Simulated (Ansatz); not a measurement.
# CO2: the cost of one run

Computed with Ansatz 0.2.0 (DFT PBE0, scalar-relativistic, plane waves, PAW, unless a step's input says otherwise).

## Step 1: The system as given

It takes space group P4/mmm (No. 123, tetragonal). The conventional cell has a = 11.000 Å, b = 11.000 Å, c = 11.000 Å, α = 90.00°, β = 90.00°, γ = 90.00°. C (site symmetry 4/mmm) is surrounded by 2 O at 1.16 Å. Around O (site symmetry 4mm) lie 1 C at 1.16 Å.

As a file:

```
C O
1.0
    11.00000    0.00000    0.00000
     0.00000   11.00000    0.00000
     0.00000    0.00000   11.00000
C O
1 2
Direct
  0.50000 0.50000 0.50000
  0.50000 0.50000 0.60545
  0.50000 0.50000 0.39455
```

## Step 2: Single point: CO2 in a box, no spin

input.yaml

```yaml
crystal:
  lattice:
    - [11.0, 0.0, 0.0]
    - [0.0, 11.0, 0.0]
    - [0.0, 0.0, 11.0]
  atoms:
    - { symbol: C, position: [0.5, 0.5, 0.5] }
    - { symbol: O, position: [0.5, 0.5, 0.6054545455] }
    - { symbol: O, position: [0.5, 0.5, 0.3945454545] }
scf:
  occupations: { method: fixed }
output:
  forces: true
  stress: false
hamiltonian:
  xc: pbe0
kpoints:
  mp_grid: { grid: [1, 1, 1] }
```

Command:

```sh
$ ansatz run input.yaml --threads 8 --pin off --max-ram 16384MiB --backend cpu --events-out ev --progress --plain --runs-dir out
```

What time and memory should one allow on 8 threads of Intel Xeon Platinum 8259CL at 2.50GHz (Skylake/Cascade Lake), shared host?

About 5.1 s, with a peak of 1.3 GiB.
